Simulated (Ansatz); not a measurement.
**BFH₃NO: taking an electron away**

An exercise on one series of results from a longer session: the logs are not shown, and one member is left open.

Program: Ansatz 0.2.0, Gaussian basis. Level of theory: unrestricted cation, the program's frozen cores in correlated methods. These are calculated values, not measurements.

The runs, in order: UKS PBE-D4/def2-TZVPP; UKS r2SCAN-D4/def2-TZVPP; UKS PBE0-D4/def2-TZVPP; UKS B3LYP-D4/def2-TZVPP; UKS wB97X-V/def2-TZVPP; UKS wB97M-V/def2-TZVPP; UKS B2PLYP/def2-TZVPP; UHF-CCSD(T)/def2-TZVPP; UHF-MP2/def2-QZVPP; extrapolation to the limit; then −ε(HOMO) from the neutral's earlier runs with LDA (SPW92), PBE-D4, revPBE-D4, BLYP-D4, r2SCAN-D4, B97M-V, PBE0-D4, B3LYP-D4, r2SCANh-D4, r2SCAN0-D4, HSE06-D4, BHLYP-D4, CAM-B3LYP-D4, LC-ωPBE, ωB97X-V, ωB97M-V.

## The geometry

The geometry comes from an earlier relaxation with PBE0-D4 in a triple-zeta def2 set; it is a stationary point, not always the lowest conformer.

7 atoms, charge 0, spin multiplicity 1.

Atoms are counted from 1 here; the program's logs count them from 0.

Bond lengths: N1–B2 1.406 Å, N1–H5 1.004 Å, N1–H6 1.003 Å, B2–O3 1.363 Å, B2–F4 1.337 Å, O3–H7 0.957 Å. Angles: B2–N1–H5 121.1°, B2–N1–H6 124.7°, H5–N1–H6 114.2°, N1–B2–O3 125.7°, N1–B2–F4 118.3°, O3–B2–F4 116.0°, B2–O3–H7 114.6°.

Set-up of the first run:

in.yaml reads:

```yaml
crystal:
  periodic: [false, false, false]
  atoms:
    - {symbol: N, position_ang: [-0.531796, 0.753355, -0.032135]}
    - {symbol: B, position_ang: [0.039290, -0.505707, -0.288805]}
    - {symbol: O, position_ang: [1.106278, -1.044256, 0.366996]}
    - {symbol: F, position_ang: [-0.494758, -1.258237, -1.256257]}
    - {symbol: H, position_ang: [-1.320361, 1.081730, -0.559678]}
    - {symbol: H, position_ang: [-0.210145, 1.394327, 0.668472]}
    - {symbol: H, position_ang: [1.472692, -0.489212, 1.055706]}
basis:
  gaussian: {orbitals: def2-TZVPP}
total_charge: 1
magnetization: {spin_polarized: true, initial_magnetization: 1}
hamiltonian: {xc: pbe, dispersion: d4}
```

Among the steps run: Cation, UKS PBE-D4/def2-TZVPP; Cation, UKS r2SCAN-D4/def2-TZVPP; Cation, UKS PBE0-D4/def2-TZVPP; Cation, UKS B3LYP-D4/def2-TZVPP; Cation, UKS wB97X-V/def2-TZVPP; Cation, UKS wB97M-V/def2-TZVPP; Cation, UKS B2PLYP (frozen core)/def2-TZVPP; Cation, UHF-CCSD(T)/def2-TZVPP; Cation, UHF-MP2/def2-QZVPP.

One of the session's tables, all rows but one given; the rest of the session is left out.

It belongs to the step «Ionisation energies side by side». Orbital estimates, from the neutral's runs:

```
  functional  −ε(HOMO) (eV)
 LDA (SPW92)           6.79
      PBE-D4           6.59
   revPBE-D4           6.51
     BLYP-D4           6.48
   r2SCAN-D4           6.93
      B97M-V              ?
     PBE0-D4           8.12
    B3LYP-D4           7.87
  r2SCANh-D4           7.50
  r2SCAN0-D4           8.36
    HSE06-D4           7.71
    BHLYP-D4           9.58
CAM-B3LYP-D4           9.62
     LC-ωPBE          11.05
     ωB97X-V          10.63
     ωB97M-V          10.53
```

**Question.** Estimate the row for B97M-V.

As computed: −ε(HOMO) (eV): 6.99. In the column «−ε(HOMO) (eV)» it lies between r2SCAN-D4 (6.93) and r2SCANh-D4 (7.50).
